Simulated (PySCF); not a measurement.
# CH₅B₂F: NMR shifts at several levels of theory, part 1 of 2

How much do the NMR shifts of CH₅B₂F (`BCBF`) depend on the level of theory, and what does each level cost?

Programs: PySCF 2.14.0, with density-fitted response routines of our own. Each step states its level of theory. These are calculated values for one molecule in the gas phase, unless marked as measured. Atoms count from 0, in the outputs and in this text.

## (1) The molecule as given

9 atoms, charge 0, multiplicity 1; geometry from: PBE0-D3(BJ)/def2-SVP.

Bonds of the start (Å): B0–C1 1.55, C1–B2 1.56, B2–F3 1.32, B0–H4 1.21, B0–H5 1.21, C1–H6 1.11, C1–H7 1.10, B2–H8 1.21.

## (2) Shielding tensors: HF/pcSseg-2

Job settings and geometry (Å):

```
{"job": {"kind": "nmr", "xc": "HF", "basis": "pcSseg-2", "pop": false}, "charge": 0, "multiplicity": 1}
B     -1.261823     0.134794    -0.290562
C      0.038843    -0.643556     0.046637
B      1.190175     0.398389     0.214126
F      2.151584     0.469247    -0.694412
H     -1.774445     0.058839    -1.383305
H     -1.765143     0.863052     0.534858
H     -0.086493    -1.042265     1.072606
H      0.305495    -1.429005    -0.673671
H      1.260339     1.173696     1.141764
```

With the program's defaults for keys left out, this is: GIAO HF/pcSseg-2 NMR shielding, non-relativistic, gas phase.

Launch:

```bash
> OMP_NUM_THREADS=1 python probes_run.py task.json out
```

One launch serves the whole session: the jobs run in the order shown.

What it wrote:

```text
final grid: 72088 points
cycle   1  E = -189.6268791865  dE =  3.412e-01  |g| = 5.073e-01  |ddm| = 1.757e+00
cycle   2  E = -189.6846169382  dE = -5.774e-02  |g| = 2.794e-01  |ddm| = 4.211e-01
cycle   3  E = -189.6964495574  dE = -1.183e-02  |g| = 5.903e-02  |ddm| = 1.309e-01
cycle   4  E = -189.6976113206  dE = -1.162e-03  |g| = 9.854e-03  |ddm| = 6.860e-02
cycle   5  E = -189.6976635143  dE = -5.219e-05  |g| = 2.664e-03  |ddm| = 1.366e-02
cycle   6  E = -189.6976691213  dE = -5.607e-06  |g| = 8.103e-04  |ddm| = 4.579e-03
cycle   7  E = -189.6976696843  dE = -5.631e-07  |g| = 2.167e-04  |ddm| = 1.543e-03
cycle   8  E = -189.6976697227  dE = -3.837e-08  |g| = 5.893e-05  |ddm| = 3.855e-04
cycle   9  E = -189.6976697248  dE = -2.081e-09  |g| = 1.623e-05  |ddm| = 8.586e-05
cycle  10  E = -189.6976697250  dE = -2.050e-10  |g| = 5.661e-06  |ddm| = 3.036e-05
converged SCF energy = -189.6976697250

GIAO shielding tensors (ppm)
atom      isotropic    diamagn.    paramagn.     s11        s22        s33       span
  0 B       33.424     189.878    -156.455    -37.813      1.817    136.267    174.080
  1 C      153.459     245.869     -92.411     94.712    159.155    206.510    111.798
  2 B       62.121     190.697    -128.577      3.404     86.246     96.713     93.309
  3 F      242.362     467.801    -225.439     75.892    171.042    480.152    404.259
  4 H       24.652      29.299      -4.647     19.265     26.894     27.799      8.534
  5 H       24.475      29.749      -5.274     18.610     27.299     27.515      8.906
  6 H       29.607      30.009      -0.402     26.251     29.529     33.041      6.789
  7 H       29.259      30.168      -0.909     27.522     27.795     32.461      4.939
  8 H       26.533      29.358      -2.825     24.713     25.715     29.172      4.459
```

It took 5.1 s on 1 thread of Arm Neoverse V2, shared host; peak memory 0.89 GiB.

Shifts follow as δ = σ(reference) − σ, with reference shieldings (ppm) from runs at the same level and on the same kind of geometry: 1H TMS 31.68, 13C TMS 191.5, 19F CFCl3 245.3, 11B BF3·OEt2 114.5. The references are single molecules in the gas phase, so shifts against H2O, NH3, PH3, H3PO4 or CFCl3 are not on the usual liquid scales and can be off by tens of ppm. Atoms listed in one row are averaged.

```
 atoms                           environment  σ (ppm)  δ (ppm)
    C1                 sp3 CH2 bonded to 2 B    153.5     38.0
H4, H5       hydrogen on a boron bonded to C    24.56     7.12
    H8    hydrogen on a boron bonded to C, F    26.53     5.15
H6, H7  hydrogen on an sp3 CH2 bonded to 2 B    29.43     2.25
    B0                boron bonded to C, 2 H     33.4     81.1
    B2               boron bonded to C, F, H     62.1     52.4
    F3                  fluorine bonded to B    242.4      2.9
```

## (3) NMR shieldings: LDA/pcSseg-2

Settings changed since step 2:

```diff
@@ -1,2 +1,2 @@
-{"job": {"kind": "nmr", "xc": "HF", "basis": "pcSseg-2", "pop": false}, "charge": 0, "multiplicity": 1}
+{"job": {"kind": "nmr", "xc": "LDA", "basis": "pcSseg-2", "pop": false}, "charge": 0, "multiplicity": 1}
 B     -1.261823     0.134794    -0.290562
```

With the program's defaults for keys left out, this is: GIAO LDA/pcSseg-2 NMR shielding, non-relativistic, gas phase.

What it wrote:

```text
coarse grid: 7448 points
cycle   1  E = -189.0775993421  dE =  8.389e-02  |g| = 6.175e-01  |ddm| = 2.020e+00
cycle   2  E = -188.9179329390  dE =  1.597e-01  |g| = 1.115e+00  |ddm| = 9.829e-01
cycle   3  E = -189.1553163994  dE = -2.374e-01  |g| = 1.569e-01  |ddm| = 6.730e-01
cycle   4  E = -189.1594153123  dE = -4.099e-03  |g| = 5.522e-02  |ddm| = 9.875e-02
cycle   5  E = -189.1600663159  dE = -6.510e-04  |g| = 8.633e-03  |ddm| = 3.472e-02
cycle   6  E = -189.1600873827  dE = -2.107e-05  |g| = 3.607e-03  |ddm| = 1.069e-02
cycle   7  E = -189.1600910444  dE = -3.662e-06  |g| = 6.925e-04  |ddm| = 2.918e-03
final grid: 72088 points
cycle   8  E = -189.1580708255  dE = -1.047e-04  |g| = 5.924e-03  |ddm| = 3.147e-02
cycle   9  E = -189.1580577520  dE =  1.307e-05  |g| = 1.022e-02  |ddm| = 7.986e-03
cycle  10  E = -189.1580773998  dE = -1.965e-05  |g| = 1.079e-03  |ddm| = 5.129e-03
cycle  11  E = -189.1580775339  dE = -1.341e-07  |g| = 5.039e-04  |ddm| = 7.202e-04
cycle  12  E = -189.1580775893  dE = -5.540e-08  |g| = 4.680e-05  |ddm| = 2.686e-04
cycle  13  E = -189.1580775897  dE = -4.322e-10  |g| = 2.020e-05  |ddm| = 4.482e-05
converged SCF energy = -189.1580775897

GIAO shielding tensors (ppm)
atom      isotropic    diamagn.    paramagn.     s11        s22        s33       span
  0 B       -6.607     192.156    -198.763    -87.769    -60.682    128.631    216.399
  1 C      115.810     248.457    -132.647     30.777    123.250    193.403    162.626
  2 B       34.371     192.110    -157.739    -30.170     54.190     79.093    109.264
  3 F      127.039     466.058    -339.019    -60.245    -12.207    453.571    513.816
  4 H       22.635      28.736      -6.100     15.189     26.006     26.711     11.522
  5 H       22.357      28.916      -6.559     14.340     26.074     26.658     12.318
  6 H       27.237      29.189      -1.952     24.940     27.092     29.679      4.740
  7 H       26.955      29.891      -2.936     24.866     26.707     29.292      4.426
  8 H       24.788      28.570      -3.782     23.564     23.818     26.983      3.420
```

Wall time 13 s (1 thread of Arm Neoverse V2, shared host); peak memory 0.8 GiB.

This run: δ C1 64.5, B0 97.6, B2 56.6, F3 11.2, H4 8.27, H8 5.98 ppm (means over like atoms).

## (4) NMR shieldings: PBE/pcSseg-2

Settings changed since step 3:

```diff
@@ -1,2 +1,2 @@
-{"job": {"kind": "nmr", "xc": "LDA", "basis": "pcSseg-2", "pop": false}, "charge": 0, "multiplicity": 1}
+{"job": {"kind": "nmr", "xc": "PBE", "basis": "pcSseg-2", "pop": false}, "charge": 0, "multiplicity": 1}
 B     -1.261823     0.134794    -0.290562
```

Level: GIAO PBE/pcSseg-2 NMR shielding, non-relativistic, gas phase.

What it wrote:

```text
coarse grid: 7448 points
cycle   1  E = -190.4357361480  dE =  8.733e-02  |g| = 6.161e-01  |ddm| = 1.866e+00
cycle   2  E = -190.2824256957  dE =  1.533e-01  |g| = 1.111e+00  |ddm| = 1.010e+00
cycle   3  E = -190.5099783375  dE = -2.276e-01  |g| = 1.602e-01  |ddm| = 6.913e-01
cycle   4  E = -190.5145151792  dE = -4.537e-03  |g| = 5.193e-02  |ddm| = 1.036e-01
cycle   5  E = -190.5151195826  dE = -6.044e-04  |g| = 7.858e-03  |ddm| = 3.420e-02
cycle   6  E = -190.5151370375  dE = -1.745e-05  |g| = 3.384e-03  |ddm| = 9.982e-03
cycle   7  E = -190.5151402783  dE = -3.241e-06  |g| = 6.272e-04  |ddm| = 2.757e-03
final grid: 72088 points
cycle   8  E = -190.5196536940  dE = -1.314e-04  |g| = 9.018e-03  |ddm| = 3.503e-02
cycle   9  E = -190.5196251531  dE =  2.854e-05  |g| = 1.381e-02  |ddm| = 1.438e-02
cycle  10  E = -190.5196739675  dE = -4.881e-05  |g| = 7.426e-04  |ddm| = 8.788e-03
cycle  11  E = -190.5196740806  dE = -1.131e-07  |g| = 3.682e-04  |ddm| = 7.391e-04
cycle  12  E = -190.5196741042  dE = -2.362e-08  |g| = 1.510e-04  |ddm| = 2.414e-04
cycle  13  E = -190.5196741082  dE = -3.921e-09  |g| = 3.099e-05  |ddm| = 8.674e-05
cycle  14  E = -190.5196741084  dE = -2.257e-10  |g| = 8.345e-06  |ddm| = 2.799e-05
converged SCF energy = -190.5196741084

GIAO shielding tensors (ppm)
atom      isotropic    diamagn.    paramagn.     s11        s22        s33       span
  0 B        3.618     191.957    -188.339    -74.790    -41.425    127.070    201.859
  1 C      123.020     247.226    -124.206     47.145    129.873    192.043    144.897
  2 B       39.552     191.973    -152.421    -19.478     57.783     80.352     99.830
  3 F      140.695     466.769    -326.074    -44.417     17.454    449.047    493.463
  4 H       23.406      29.183      -5.777     16.485     26.521     27.212     10.726
  5 H       23.175      29.494      -6.319     15.736     26.630     27.157     11.421
  6 H       27.935      29.455      -1.521     25.591     27.830     30.383      4.792
  7 H       27.732      30.123      -2.391     25.866     27.260     30.068      4.202
  8 H       25.348      29.105      -3.757     24.125     24.431     27.487      3.362
```

It took 16 s on 1 thread of Arm Neoverse V2, shared host; peak memory 0.87 GiB.

Key values: δ C1 56.4, B0 89.1, B2 53.2, F3 2.2, H4 7.89, H8 5.83 ppm (means over like atoms).

## (5) Nuclear shieldings: BLYP/pcSseg-2

Settings changed since step 4:

```diff
@@ -1,2 +1,2 @@
-{"job": {"kind": "nmr", "xc": "PBE", "basis": "pcSseg-2", "pop": false}, "charge": 0, "multiplicity": 1}
+{"job": {"kind": "nmr", "xc": "BLYP", "basis": "pcSseg-2", "pop": false}, "charge": 0, "multiplicity": 1}
 B     -1.261823     0.134794    -0.290562
```

Level: GIAO BLYP/pcSseg-2 NMR shielding, non-relativistic, gas phase.

What it wrote:

```text
coarse grid: 7448 points
cycle   1  E = -190.6106643889  dE =  8.642e-02  |g| = 6.710e-01  |ddm| = 1.848e+00
cycle   2  E = -190.4129270370  dE =  1.977e-01  |g| = 1.248e+00  |ddm| = 1.127e+00
cycle   3  E = -190.6952886534  dE = -2.824e-01  |g| = 1.838e-01  |ddm| = 7.941e-01
cycle   4  E = -190.7011167150  dE = -5.828e-03  |g| = 6.000e-02  |ddm| = 1.185e-01
cycle   5  E = -190.7019441605  dE = -8.274e-04  |g| = 8.559e-03  |ddm| = 4.026e-02
cycle   6  E = -190.7019648040  dE = -2.064e-05  |g| = 3.869e-03  |ddm| = 1.125e-02
cycle   7  E = -190.7019692200  dE = -4.416e-06  |g| = 7.075e-04  |ddm| = 3.252e-03
final grid: 72088 points
cycle   8  E = -190.7071759812  dE = -1.163e-04  |g| = 7.165e-03  |ddm| = 3.296e-02
cycle   9  E = -190.7071570025  dE =  1.898e-05  |g| = 1.119e-02  |ddm| = 1.089e-02
cycle  10  E = -190.7071881780  dE = -3.118e-05  |g| = 4.124e-04  |ddm| = 6.912e-03
cycle  11  E = -190.7071882052  dE = -2.710e-08  |g| = 2.917e-04  |ddm| = 4.423e-04
cycle  12  E = -190.7071882236  dE = -1.847e-08  |g| = 8.400e-05  |ddm| = 1.903e-04
cycle  13  E = -190.7071882244  dE = -7.503e-10  |g| = 3.424e-05  |ddm| = 4.993e-05
cycle  14  E = -190.7071882247  dE = -2.804e-10  |g| = 5.523e-06  |ddm| = 2.683e-05
converged SCF energy = -190.7071882247

GIAO shielding tensors (ppm)
atom      isotropic    diamagn.    paramagn.     s11        s22        s33       span
  0 B        2.681     190.197    -187.516    -76.267    -39.311    123.622    199.889
  1 C      120.490     244.588    -124.098     46.360    127.380    187.732    141.372
  2 B       37.513     190.426    -152.913    -21.998     56.800     77.736     99.735
  3 F      145.431     467.190    -321.759    -37.888     27.204    446.978    484.866
  4 H       23.801      29.279      -5.479     17.024     26.855     27.524     10.500
  5 H       23.588      29.573      -5.985     16.301     27.022     27.441     11.140
  6 H       28.334      29.578      -1.244     26.035     28.379     30.589      4.554
  7 H       28.145      30.379      -2.234     26.378     27.686     30.370      3.993
  8 H       25.645      29.262      -3.616     24.437     24.758     27.741      3.305
```

It took 17 s on 1 thread of Arm Neoverse V2, shared host; peak memory 0.87 GiB.

Key values: δ C1 54.5, B0 88.4, B2 53.6, F3 -2.3, H4 7.68, H8 5.73 ppm (means over like atoms).

## (6) Shielding tensors: BP86/pcSseg-2

Settings changed since step 5:

```diff
@@ -1,2 +1,2 @@
-{"job": {"kind": "nmr", "xc": "BLYP", "basis": "pcSseg-2", "pop": false}, "charge": 0, "multiplicity": 1}
+{"job": {"kind": "nmr", "xc": "BP86", "basis": "pcSseg-2", "pop": false}, "charge": 0, "multiplicity": 1}
 B     -1.261823     0.134794    -0.290562
```

Method: GIAO BP86/pcSseg-2 NMR shielding, non-relativistic, gas phase.

What it wrote:

```text
coarse grid: 7448 points
cycle   1  E = -190.6718285236  dE =  8.879e-02  |g| = 6.251e-01  |ddm| = 1.856e+00
cycle   2  E = -190.5173837659  dE =  1.544e-01  |g| = 1.128e+00  |ddm| = 9.631e-01
cycle   3  E = -190.7464289514  dE = -2.290e-01  |g| = 1.646e-01  |ddm| = 6.556e-01
cycle   4  E = -190.7512291975  dE = -4.800e-03  |g| = 5.177e-02  |ddm| = 1.034e-01
cycle   5  E = -190.7518357511  dE = -6.066e-04  |g| = 7.692e-03  |ddm| = 3.417e-02
cycle   6  E = -190.7518520045  dE = -1.625e-05  |g| = 3.340e-03  |ddm| = 9.493e-03
cycle   7  E = -190.7518551051  dE = -3.101e-06  |g| = 6.766e-04  |ddm| = 2.680e-03
final grid: 72088 points
cycle   8  E = -190.7544938958  dE = -1.232e-04  |g| = 7.550e-03  |ddm| = 3.477e-02
cycle   9  E = -190.7544754927  dE =  1.840e-05  |g| = 1.256e-02  |ddm| = 1.021e-02
cycle  10  E = -190.7545039133  dE = -2.842e-05  |g| = 1.442e-03  |ddm| = 6.374e-03
cycle  11  E = -190.7545042403  dE = -3.270e-07  |g| = 5.130e-04  |ddm| = 9.505e-04
cycle  12  E = -190.7545043004  dE = -6.007e-08  |g| = 1.020e-04  |ddm| = 3.085e-04
cycle  13  E = -190.7545043030  dE = -2.606e-09  |g| = 2.140e-05  |ddm| = 8.939e-05
cycle  14  E = -190.7545043031  dE = -1.332e-10  |g| = 7.180e-06  |ddm| = 2.412e-05
converged SCF energy = -190.7545043031

GIAO shielding tensors (ppm)
atom      isotropic    diamagn.    paramagn.     s11        s22        s33       span
  0 B        5.816     191.848    -186.032    -71.870    -37.572    126.891    198.762
  1 C      123.822     247.130    -123.308     48.850    130.700    191.915    143.065
  2 B       40.726     192.081    -151.355    -17.681     59.071     80.789     98.470
  3 F      144.935     466.025    -321.091    -39.638     23.366    451.076    490.714
  4 H       23.532      29.218      -5.686     16.712     26.599     27.286     10.574
  5 H       23.307      29.552      -6.245     15.975     26.716     27.228     11.253
  6 H       28.057      29.577      -1.520     25.711     27.955     30.504      4.793
  7 H       27.859      30.259      -2.400     26.030     27.344     30.203      4.173
  8 H       25.434      29.176      -3.742     24.201     24.519     27.583      3.381
```

Run time: 16 s. Hardware: 1 thread of Arm Neoverse V2, shared host; peak memory 0.74 GiB.

This run: δ C1 55.4, B0 87.5, B2 52.6, F3 -1.0, H4 7.81, H8 5.80 ppm (means over like atoms).

## (7) NMR shieldings: OPBE/pcSseg-2

Settings changed since step 6:

```diff
@@ -1,2 +1,2 @@
-{"job": {"kind": "nmr", "xc": "BP86", "basis": "pcSseg-2", "pop": false}, "charge": 0, "multiplicity": 1}
+{"job": {"kind": "nmr", "xc": "OPBE", "basis": "pcSseg-2", "pop": false}, "charge": 0, "multiplicity": 1}
 B     -1.261823     0.134794    -0.290562
```

Method: GIAO OPBE/pcSseg-2 NMR shielding, non-relativistic, gas phase.

What it wrote:

```text
coarse grid: 7448 points
cycle   1  E = -190.5835172827  dE =  8.165e-02  |g| = 5.964e-01  |ddm| = 1.874e+00
cycle   2  E = -190.4509081029  dE =  1.326e-01  |g| = 1.057e+00  |ddm| = 1.040e+00
cycle   3  E = -190.6514367203  dE = -2.005e-01  |g| = 1.459e-01  |ddm| = 7.047e-01
cycle   4  E = -190.6555223171  dE = -4.086e-03  |g| = 4.746e-02  |ddm| = 1.034e-01
cycle   5  E = -190.6560364241  dE = -5.141e-04  |g| = 7.800e-03  |ddm| = 3.185e-02
cycle   6  E = -190.6560535114  dE = -1.709e-05  |g| = 3.044e-03  |ddm| = 9.690e-03
cycle   7  E = -190.6560560212  dE = -2.510e-06  |g| = 6.227e-04  |ddm| = 2.521e-03
final grid: 72088 points
cycle   8  E = -190.6552047843  dE = -2.510e-04  |g| = 1.911e-02  |ddm| = 5.670e-02
cycle   9  E = -190.6551062477  dE =  9.854e-05  |g| = 3.144e-02  |ddm| = 2.728e-02
cycle  10  E = -190.6552635379  dE = -1.573e-04  |g| = 3.873e-03  |ddm| = 1.648e-02
cycle  11  E = -190.6552667236  dE = -3.186e-06  |g| = 7.192e-04  |ddm| = 2.608e-03
cycle  12  E = -190.6552668442  dE = -1.205e-07  |g| = 2.293e-04  |ddm| = 5.477e-04
cycle  13  E = -190.6552668559  dE = -1.169e-08  |g| = 5.458e-05  |ddm| = 1.739e-04
cycle  14  E = -190.6552668567  dE = -8.200e-10  |g| = 1.219e-05  |ddm| = 5.082e-05
converged SCF energy = -190.6552668567

GIAO shielding tensors (ppm)
atom      isotropic    diamagn.    paramagn.     s11        s22        s33       span
  0 B       15.296     194.058    -178.761    -57.777    -26.268    129.934    187.711
  1 C      133.724     250.434    -116.711     65.039    139.485    196.647    131.608
  2 B       48.025     193.716    -145.691     -5.875     64.832     85.118     90.992
  3 F      160.299     468.196    -307.897    -19.215     49.570    450.541    469.756
  4 H       23.568      29.499      -5.931     17.021     26.481     27.202     10.181
  5 H       23.365      29.948      -6.584     16.338     26.570     27.185     10.847
  6 H       28.010      29.436      -1.426     25.498     27.725     30.807      5.309
  7 H       27.837      29.869      -2.032     26.040     27.086     30.387      4.347
  8 H       25.462      29.363      -3.901     24.186     24.540     27.660      3.474
```

It took 16 s on 1 thread of Arm Neoverse V2, shared host; peak memory 0.74 GiB.

Key values: δ C1 50.7, B0 82.4, B2 49.7, F3 -5.2, H4 7.73, H8 5.74 ppm (means over like atoms).

## (8) NMR shieldings: KT2/pcSseg-2

Settings changed since step 7:

```diff
@@ -1,2 +1,2 @@
-{"job": {"kind": "nmr", "xc": "OPBE", "basis": "pcSseg-2", "pop": false}, "charge": 0, "multiplicity": 1}
+{"job": {"kind": "nmr", "xc": "KT2", "basis": "pcSseg-2", "pop": false}, "charge": 0, "multiplicity": 1}
 B     -1.261823     0.134794    -0.290562
```

Method: GIAO KT2/pcSseg-2 NMR shielding, non-relativistic, gas phase.

What it wrote:

```text
coarse grid: 7448 points
cycle   1  E = -193.6385368781  dE =  1.264e-01  |g| = 7.135e-01  |ddm| = 1.804e+00
cycle   2  E = -193.3892114999  dE =  2.493e-01  |g| = 1.405e+00  |ddm| = 1.139e+00
cycle   3  E = -193.7254268545  dE = -3.362e-01  |g| = 1.972e-01  |ddm| = 8.319e-01
cycle   4  E = -193.7334483993  dE = -8.022e-03  |g| = 5.900e-02  |ddm| = 1.414e-01
cycle   5  E = -193.7342961670  dE = -8.478e-04  |g| = 1.062e-02  |ddm| = 4.382e-02
cycle   6  E = -193.7343257409  dE = -2.957e-05  |g| = 4.042e-03  |ddm| = 1.234e-02
cycle   7  E = -193.7343299321  dE = -4.191e-06  |g| = 9.843e-04  |ddm| = 3.425e-03
final grid: 72088 points
cycle   8  E = -193.7411261849  dE = -2.274e-04  |g| = 2.505e-02  |ddm| = 1.112e-01
cycle   9  E = -193.7408277774  dE =  2.984e-04  |g| = 5.020e-02  |ddm| = 2.995e-02
cycle  10  E = -193.7412182139  dE = -3.904e-04  |g| = 1.364e-03  |ddm| = 2.116e-02
cycle  11  E = -193.7412185510  dE = -3.370e-07  |g| = 5.104e-04  |ddm| = 1.425e-03
cycle  12  E = -193.7412186232  dE = -7.222e-08  |g| = 9.687e-05  |ddm| = 4.844e-04
cycle  13  E = -193.7412186256  dE = -2.345e-09  |g| = 3.319e-05  |ddm| = 9.288e-05
cycle  14  E = -193.7412186259  dE = -3.086e-10  |g| = 7.331e-06  |ddm| = 2.845e-05
converged SCF energy = -193.7412186259

GIAO shielding tensors (ppm)
atom      isotropic    diamagn.    paramagn.     s11        s22        s33       span
  0 B       14.544     192.442    -177.897    -59.593    -26.624    129.849    189.442
  1 C      128.890     246.702    -117.813     56.879    135.414    194.377    137.498
  2 B       48.140     192.922    -144.782     -6.815     66.937     84.297     91.111
  3 F      149.242     466.081    -316.838    -35.713     38.124    445.317    481.031
  4 H       23.616      28.894      -5.278     17.125     26.515     27.207     10.082
  5 H       23.389      29.366      -5.977     16.385     26.667     27.114     10.729
  6 H       28.061      29.652      -1.592     25.731     27.871     30.579      4.848
  7 H       27.851      30.251      -2.400     26.005     27.218     30.330      4.325
  8 H       25.475      28.866      -3.390     24.112     24.599     27.715      3.604
```

Wall time 16 s (1 thread of Arm Neoverse V2, shared host); peak memory 0.74 GiB.

This run: δ C1 53.4, B0 83.7, B2 50.2, F3 -12.9, H4 7.67, H8 5.70 ppm (means over like atoms).

(Continued in part 2 of 2.)
